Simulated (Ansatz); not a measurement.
# C2H7FOSi2: two geometries relaxed

Are the two ends of the rotation by 120° about the Si4–C5 bond separate minima, and which lies lower? Each is relaxed from a guess. SMILES of the start: C[SiH](F)[SiH2]C=O.

Method: RKS B3LYP-D4/def2-SVP, in Ansatz 0.2.0.

## Step 1: Starting point

Bond lengths: C1–Si2 1.838 Å, Si2–F3 1.586 Å, Si2–Si4 2.255 Å, Si4–C5 1.859 Å, C5–O6 1.240 Å, C1–H7 1.058 Å, C1–H8 1.068 Å, C1–H9 1.171 Å, Si2–H10 1.480 Å, Si4–H11 1.567 Å, Si4–H12 1.454 Å, C5–H13 1.109 Å. Angles (14 of 21 angles, heavy atoms first): C1–Si2–F3 108.1°, C1–Si2–Si4 113.9°, F3–Si2–Si4 107.8°, Si2–Si4–C5 107.9°, Si4–C5–O6 120.8°, C1–Si2–H10 107.6°, F3–Si2–H10 108.2°, Si4–Si2–H10 111.0°, Si2–C1–H7 113.8°, Si2–C1–H8 110.7°, Si2–C1–H9 110.9°, Si2–Si4–H11 109.5°, Si2–Si4–H12 113.3°, C5–Si4–H11 108.6°.

As a file:

```xyz
13

C     0.3844   -0.7771    1.7681
Si    0.9811   -0.7644    0.0299
F     2.2842    0.1363   -0.0379
Si   -0.5087    0.0701   -1.4424
C    -1.0011    1.7651   -0.8583
O    -1.7081    1.9096    0.1498
H     1.1012   -1.1293    2.4625
H    -0.5327   -1.3194    1.8477
H     0.0987    0.3028    2.1201
H     1.3585   -2.1513   -0.3244
H    -1.7849   -0.8385   -1.4683
H    -0.0073    0.1127   -2.8070
H    -0.6449    2.6488   -1.4250
```

## Step 2: End point A

Contents of input.yaml:

```yaml
crystal:
  periodic: [false, false, false]
  atoms:
    - { symbol: C, position_ang: [0.3844, -0.7771, 1.7681] }
    - { symbol: Si, position_ang: [0.9811, -0.7644, 0.0299] }
    - { symbol: F, position_ang: [2.2842, 0.1363, -0.0379] }
    - { symbol: Si, position_ang: [-0.5087, 0.0701, -1.4424] }
    - { symbol: C, position_ang: [-1.0011, 1.7651, -0.8583] }
    - { symbol: O, position_ang: [-1.7081, 1.9096, 0.1498] }
    - { symbol: H, position_ang: [1.1012, -1.1293, 2.4625] }
    - { symbol: H, position_ang: [-0.5327, -1.3194, 1.8477] }
    - { symbol: H, position_ang: [0.0987, 0.3028, 2.1201] }
    - { symbol: H, position_ang: [1.3585, -2.1513, -0.3244] }
    - { symbol: H, position_ang: [-1.7849, -0.8385, -1.4683] }
    - { symbol: H, position_ang: [-0.0073, 0.1127, -2.807] }
    - { symbol: H, position_ang: [-0.6449, 2.6488, -1.425] }
basis:
  gaussian: { orbitals: def2-SVP }
hamiltonian:
  xc: b3lyp
  dispersion: d4
relax:
  f_tol: 0.015
  max_steps: 40
```

Launch:

```bash
ansatz run input.yaml --threads 2 --pin off --max-ram 3072MiB --backend cpu --events-out ev --progress --plain --runs-dir out
```

Log, shortened:

```text
Warning: RAYON_NUM_THREADS=2 ignored (pool sized by the plan → 2); use --threads N
[...]
Functional definition: B3LYP
[...]
1333 factors; integrals over basis functions are off by at most 5.6e-4 eV
[...]
mean field -22698.72198361 eV, -834.1626471514 hartree, gradient 3.4e-5 eV, S^2 0.000000; 0 other end points of the search recorded, 0 dependent functions left out
[...]
reference -22698.72225841 eV, -834.1626572500 hartree; 32, 32 occupied and 95, 95 virtual orbitals, 1333 factors
relax step   1: F+E_penalty+E_count = -22699.21705309 eV  Δ(F+E_penalty+E_count) = +0.000e0 eV  max|allowed force component| = 3.249e0 eV/Å  Δτ_max = 0.0000 Å  (28 SCF iters, accepted)
[...]
relax step   4: F+E_penalty+E_count = -22699.57174263 eV  Δ(F+E_penalty+E_count) = -1.483e-1 eV  max|allowed force component| = 1.899e0 eV/Å  Δτ_max = 0.0840 Å  (31 SCF iters, accepted)
[...]
relax step   7: F+E_penalty+E_count = -22699.65717262 eV  Δ(F+E_penalty+E_count) = -7.248e-3 eV  max|allowed force component| = 1.396e-1 eV/Å  Δτ_max = 0.0625 Å  (28 SCF iters, accepted)
[...]
relax step  10: F+E_penalty+E_count = -22699.64437895 eV  Δ(F+E_penalty+E_count) = +1.604e-2 eV  max|allowed force component| = 1.473e0 eV/Å  Δτ_max = 0.1953 Å  (31 SCF iters, rejected (line search))
[...]
relax step  12: F+E_penalty+E_count = -22699.66370920 eV  Δ(F+E_penalty+E_count) = -2.462e-3 eV  max|allowed force component| = 1.477e-2 eV/Å  Δτ_max = 0.0753 Å  (29 SCF iters, accepted)
[...]
relax step  13: F+E_penalty+E_count = -22699.66391658 eV  Δ(F+E_penalty+E_count) = -2.074e-4 eV  max|allowed force component| = 2.125e-1 eV/Å  Δτ_max = 0.0702 Å  (31 SCF iters, accepted)
[...]
1333 factors; integrals over basis functions are off by at most 6.6e-4 eV
[...]
```

## Step 3: The log goes on: end point A relaxed

Output, continued, shortened:

```text
mean field -22699.16947876 eV, -834.1790922946 hartree, gradient 7.1e-5 eV, S^2 0.000000; 0 other end points of the search recorded, 0 dependent functions left out
[...]
reference -22699.16975672 eV, -834.1791025094 hartree; 32, 32 occupied and 95, 95 virtual orbitals, 1333 factors
relax step  14: F+E_penalty+E_count = -22699.66411530 eV  Δ(F+E_penalty+E_count) = -1.987e-4 eV  max|allowed force component| = 1.536e-1 eV/Å  Δτ_max = 0.0173 Å  (28 SCF iters, accepted)
[...]
relax step  16: F+E_penalty+E_count = -22699.66461034 eV  Δ(F+E_penalty+E_count) = -1.295e-4 eV  max|allowed force component| = 4.602e-2 eV/Å  Δτ_max = 0.0083 Å  (26 SCF iters, accepted)
[...]
relax step  18: F+E_penalty+E_count = -22699.66470743 eV  Δ(F+E_penalty+E_count) = +7.984e-5 eV  max|allowed force component| = 7.588e-2 eV/Å  Δτ_max = 0.0416 Å  (28 SCF iters, rejected (line search))
[...]
Atom 3 at    -0.518114     0.038087    -1.489776 Å, force     0.001667    -0.000832    -0.000314 eV/Å
Atom 4 at    -0.969268     1.815573    -0.838782 Å, force    -0.010913     0.002482    -0.003746 eV/Å
Atom 5 at    -1.123654     2.018643     0.345092 Å, force     0.003231     0.003322    -0.000925 eV/Å
Atom 6 at     1.060588    -0.994910     2.547598 Å, force    -0.000268     0.000390    -0.001076 eV/Å
Atom 7 at    -0.517950    -1.506613     1.884694 Å, force     0.000682     0.001195     0.001002 eV/Å
Atom 8 at    -0.123047     0.231354     1.974413 Å, force     0.000791    -0.001464    -0.000841 eV/Å
Atom 9 at     1.473311    -2.208601    -0.302201 Å, force     0.000534     0.000552    -0.000559 eV/Å
Atom 10 at    -1.792349    -0.744961    -1.478679 Å, force     0.000195     0.001581    -0.001311 eV/Å
Atom 11 at    -0.018714     0.117776    -2.894564 Å, force     0.000544     0.000155    -0.000319 eV/Å
Atom 12 at    -1.097689     2.662359    -1.571688 Å, force     0.004646    -0.006385     0.006150 eV/Å
Dipole moment:    -0.188370    -0.262862    -0.196754 e Å
```

Wall time 98 s (2 threads of Arm Neoverse V1, shared host); peak memory 0.32 GiB.

Step by step:

```
step  energy from step 1 (eV)  largest force component (eV/Å)
   1                   0.0000                          3.2495
   2                  -0.2064                          2.7696
  3x                  -0.2053                          3.0445
   4                  -0.3547                          1.8993
   5                  -0.4151                          1.1226
   6                  -0.4329                          0.1290
   7                  -0.4401                          0.1396
   8                  -0.4431                          0.0988
   9                  -0.4434                          0.1018
 10x                  -0.4273                          1.4729
  11                  -0.4442                          0.1420
  12                  -0.4467                          0.0148
  13                  -0.4469                          0.2125
  14                  -0.4471                          0.1536
  15                  -0.4474                          0.0744
  16                  -0.4476                          0.0460
  17                  -0.4477                          0.0306
 18x                  -0.4477                          0.0759
  19                  -0.4479                          0.0239
  20                  -0.4479                          0.0317
  21                  -0.4479                          0.0307
  22                  -0.4480                          0.0161
  23                  -0.4480                          0.0109
```

Step 1 is the start. 3 steps were tried and not accepted (marked x).

After: Bond lengths: C1–Si2 1.868 Å, Si2–F3 1.640 Å, Si2–Si4 2.354 Å, Si4–C5 1.946 Å, C5–O6 1.211 Å, C1–H7 1.102 Å, C1–H8 1.103 Å, C1–H9 1.101 Å, Si2–H10 1.492 Å, Si4–H11 1.496 Å, Si4–H12 1.493 Å, C5–H13 1.127 Å. Angles (14 of 21 angles, heavy atoms first): C1–Si2–F3 109.4°, C1–Si2–Si4 110.1°, F3–Si2–Si4 105.7°, Si2–Si4–C5 105.6°, Si4–C5–O6 120.6°, C1–Si2–H10 112.2°, F3–Si2–H10 106.9°, Si4–Si2–H10 112.2°, Si2–C1–H7 111.2°, Si2–C1–H8 110.1°, Si2–C1–H9 109.7°, Si2–Si4–H11 110.9°, Si2–Si4–H12 115.0°, C5–Si4–H11 106.2°.

## Step 4: End point B

The second end starts from a geometry with the move made by hand.

input.yaml, as its differences from that of step 2:

```diff
@@ -8,3 +8,3 @@
     - { symbol: C, position_ang: [-1.0011, 1.7651, -0.8583] }
-    - { symbol: O, position_ang: [-1.7081, 1.9096, 0.1498] }
+    - { symbol: O, position_ang: [-0.14352, 2.60103, -0.53772] }
     - { symbol: H, position_ang: [1.1012, -1.1293, 2.4625] }
@@ -15,3 +15,3 @@
     - { symbol: H, position_ang: [-0.0073, 0.1127, -2.807] }
-    - { symbol: H, position_ang: [-0.6449, 2.6488, -1.425] }
+    - { symbol: H, position_ang: [-2.07892, 2.01945, -0.80756] }
 basis:
```

Launch:

```bash
ansatz run input.yaml --threads 2 --pin off --max-ram 3072MiB --backend cpu --events-out ev --progress --plain --runs-dir out
```

Log:

```text
Warning: RAYON_NUM_THREADS=2 ignored (pool sized by the plan → 2); use --threads N
The last accepted step is kept in <dir> (removed where the run ends without a failure and the disk answers)
Engine: ansatz 0.2.0, aarch64-unknown-linux-gnu
[... 1 set-up line as earlier in the session ...]
  parameter a0 = 0.2
  parameter ax = 0.72
  parameter ac = 0.81
  exchange = (1 - a0 - ax)*slater_x + ax*b88_x + a0*exact_x
  correlation = (1 - ac)*vwn_rpa_c + ac*lyp_c
1331 factors; integrals over basis functions are off by at most 5.5e-4 eV
mean field evaluation 1: about -22690.2926 eV, gradient 6.3e1 eV
mean field evaluation 2: about -22676.7157 eV, gradient 1.0e2 eV
mean field evaluation 4: about -22698.5924 eV, gradient 5.3e0 eV
mean field evaluation 8: about -22698.6636 eV, gradient 1.3e-1 eV
mean field evaluation 16: about -22698.6637 eV, gradient 2.6e-5 eV
mean field -22698.66366122 eV, -834.1605038429 hartree, gradient 2.6e-5 eV, S^2 0.000000; 0 other end points of the search recorded, 0 dependent functions left out
[... from here on, the SCF cycles and remarks between the steps are left out, and one step in 2 is shown ...]
relax step   1: F+E_penalty+E_count = -22699.16150633 eV  Δ(F+E_penalty+E_count) = +0.000e0 eV  max|allowed force component| = 3.223e0 eV/Å  Δτ_max = 0.0000 Å  (27 SCF iters, accepted)
relax step   2: F+E_penalty+E_count = -22699.42846172 eV  Δ(F+E_penalty+E_count) = -2.670e-1 eV  max|allowed force component| = 2.035e0 eV/Å  Δτ_max = 0.1090 Å  (31 SCF iters, accepted)
relax step   4: F+E_penalty+E_count = -22699.55367731 eV  Δ(F+E_penalty+E_count) = -1.229e-1 eV  max|allowed force component| = 6.447e-1 eV/Å  Δτ_max = 0.2000 Å  (32 SCF iters, accepted)
relax step   6: F+E_penalty+E_count = -22699.59494327 eV  Δ(F+E_penalty+E_count) = -3.111e-2 eV  max|allowed force component| = 1.368e-1 eV/Å  Δτ_max = 0.1168 Å  (32 SCF iters, accepted)
relax step   8: F+E_penalty+E_count = -22699.61836986 eV  Δ(F+E_penalty+E_count) = -1.885e-2 eV  max|allowed force component| = 3.428e-1 eV/Å  Δτ_max = 0.2000 Å  (31 SCF iters, accepted)
relax step  10: F+E_penalty+E_count = -22699.63016491 eV  Δ(F+E_penalty+E_count) = -1.180e-2 eV  max|allowed force component| = 1.830e-1 eV/Å  Δτ_max = 0.0984 Å  (31 SCF iters, accepted)
relax step  12: F+E_penalty+E_count = -22699.64602265 eV  Δ(F+E_penalty+E_count) = -9.109e-3 eV  max|allowed force component| = 5.304e-2 eV/Å  Δτ_max = 0.1500 Å  (31 SCF iters, accepted)
relax step  14: F+E_penalty+E_count = -22699.65050191 eV  Δ(F+E_penalty+E_count) = -4.479e-3 eV  max|allowed force component| = 5.710e-2 eV/Å  Δτ_max = 0.0976 Å  (31 SCF iters, accepted)
relax step  16: F+E_penalty+E_count = -22699.60625293 eV  Δ(F+E_penalty+E_count) = +4.560e-2 eV  max|allowed force component| = 1.861e0 eV/Å  Δτ_max = 0.1469 Å  (30 SCF iters, rejected (line search))
relax step  18: F+E_penalty+E_count = -22699.65752897 eV  Δ(F+E_penalty+E_count) = -1.985e-3 eV  max|allowed force component| = 8.309e-2 eV/Å  Δτ_max = 0.0750 Å  (31 SCF iters, accepted)
relax step  20: F+E_penalty+E_count = -22699.66005260 eV  Δ(F+E_penalty+E_count) = -1.437e-3 eV  max|allowed force component| = 5.446e-2 eV/Å  Δτ_max = 0.0642 Å  (27 SCF iters, accepted)
relax step  22: F+E_penalty+E_count = -22699.66009241 eV  Δ(F+E_penalty+E_count) = -3.981e-5 eV  max|allowed force component| = 5.232e-2 eV/Å  Δτ_max = 0.0029 Å  (25 SCF iters, accepted)
relax step  24: F+E_penalty+E_count = -22699.63360494 eV  Δ(F+E_penalty+E_count) = +2.778e-2 eV  max|allowed force component| = 1.352e0 eV/Å  Δτ_max = 0.1467 Å  (32 SCF iters, rejected (line search))
relax step  26: F+E_penalty+E_count = -22699.66100707 eV  Δ(F+E_penalty+E_count) = +5.842e-4 eV  max|allowed force component| = 4.273e-1 eV/Å  Δτ_max = 0.0732 Å  (31 SCF iters, rejected (line search))
relax step  28: F+E_penalty+E_count = -22699.66307329 eV  Δ(F+E_penalty+E_count) = -1.161e-3 eV  max|allowed force component| = 4.328e-2 eV/Å  Δτ_max = 0.0375 Å  (29 SCF iters, accepted)
relax step  30: F+E_penalty+E_count = -22699.66318371 eV  Δ(F+E_penalty+E_count) = +7.463e-5 eV  max|allowed force component| = 2.897e-1 eV/Å  Δτ_max = 0.0824 Å  (32 SCF iters, rejected (line search))
relax step  32: F+E_penalty+E_count = -22699.66396842 eV  Δ(F+E_penalty+E_count) = -2.648e-4 eV  max|allowed force component| = 8.238e-2 eV/Å  Δτ_max = 0.0411 Å  (28 SCF iters, accepted)
relax step  34: F+E_penalty+E_count = -22699.66434858 eV  Δ(F+E_penalty+E_count) = -3.802e-4 eV  max|allowed force component| = 1.565e-2 eV/Å  Δτ_max = 0.0309 Å  (28 SCF iters, accepted)
relax step  36: F+E_penalty+E_count = -22699.66461744 eV  Δ(F+E_penalty+E_count) = -7.739e-5 eV  max|allowed force component| = 9.452e-2 eV/Å  Δτ_max = 0.0439 Å  (28 SCF iters, accepted)
relax step  38: F+E_penalty+E_count = -22699.66479869 eV  Δ(F+E_penalty+E_count) = -1.004e-4 eV  max|allowed force component| = 3.585e-2 eV/Å  Δτ_max = 0.0028 Å  (24 SCF iters, accepted)
relax step  40: F+E_penalty+E_count = -22699.66502704 eV  Δ(F+E_penalty+E_count) = -1.174e-4 eV  max|allowed force component| = 2.172e-2 eV/Å  Δτ_max = 0.0457 Å  (28 SCF iters, accepted)
[...]
this run last wrote the structure of step 40 to <dir>
Error: geometry relaxation did not converge after 40 steps: max|allowed force component| = 2.17e-2 eV/Å (threshold 1.5e-2). Raise `relax.max_steps` over both its present limit and 40, loosen `relax.f_tol`, or start from a geometry closer to equilibrium. Where this run's directory can be resumed (`checkpoint.write`), a resume goes on for up to `relax.max_steps` more
```

Run time: 2.8 min. Hardware: 2 threads of Arm Neoverse V1, shared host; peak memory 0.32 GiB.

Relaxation path, one in 2:

```
step  energy from step 1 (eV)  largest force component (eV/Å)
   1                   0.0000                          3.2226
   3                  -0.2692                          3.1718
   5                  -0.4023                          0.5854
   7                  -0.4380                          0.2257
  9x                  -0.4397                          1.3055
  11                  -0.4754                          0.1738
 13x                  -0.4732                          0.9304
  15                  -0.4904                          0.2385
  17                  -0.4940                          0.1367
  19                  -0.4971                          0.0859
 21x                  -0.4923                          0.9289
  23                  -0.4999                          0.0785
  25                  -0.5001                          0.0567
  27                  -0.5004                          0.1209
  29                  -0.5018                          0.0178
  31                  -0.5022                          0.0175
 33x                  -0.5004                          0.4457
  35                  -0.5030                          0.0413
  37                  -0.5032                          0.0785
  39                  -0.5034                          0.0404
  40                  -0.5035                          0.0217
```

Step 1 is the start. 8 steps were tried and not accepted (marked x). The run ended unconverged after 40 steps.

At the last step: Bond lengths: C1–Si2 1.868 Å, Si2–F3 1.640 Å, Si2–Si4 2.354 Å, Si4–C5 1.946 Å, C5–O6 1.211 Å, C1–H7 1.102 Å, C1–H8 1.103 Å, C1–H9 1.101 Å, Si2–H10 1.493 Å, Si4–H11 1.496 Å, Si4–H12 1.493 Å, C5–H13 1.128 Å. Angles (14 of 21 angles, heavy atoms first): C1–Si2–F3 109.4°, C1–Si2–Si4 110.2°, F3–Si2–Si4 105.6°, Si2–Si4–C5 105.7°, Si4–C5–O6 120.8°, C1–Si2–H10 112.2°, F3–Si2–H10 106.9°, Si4–Si2–H10 112.2°, Si2–C1–H7 111.1°, Si2–C1–H8 110.2°, Si2–C1–H9 109.6°, Si2–Si4–H11 111.1°, Si2–Si4–H12 115.0°, C5–Si4–H11 106.1°.

## Step 5: Outcome

```
                           quantity                                    value
                              end A                 19 moves, 0.448 eV lower
                              end B  31 moves, 0.504 eV lower, not converged
largest difference between the ends                                   0.04 Å
```

An end did not finish relaxing, so the two cannot be compared yet.
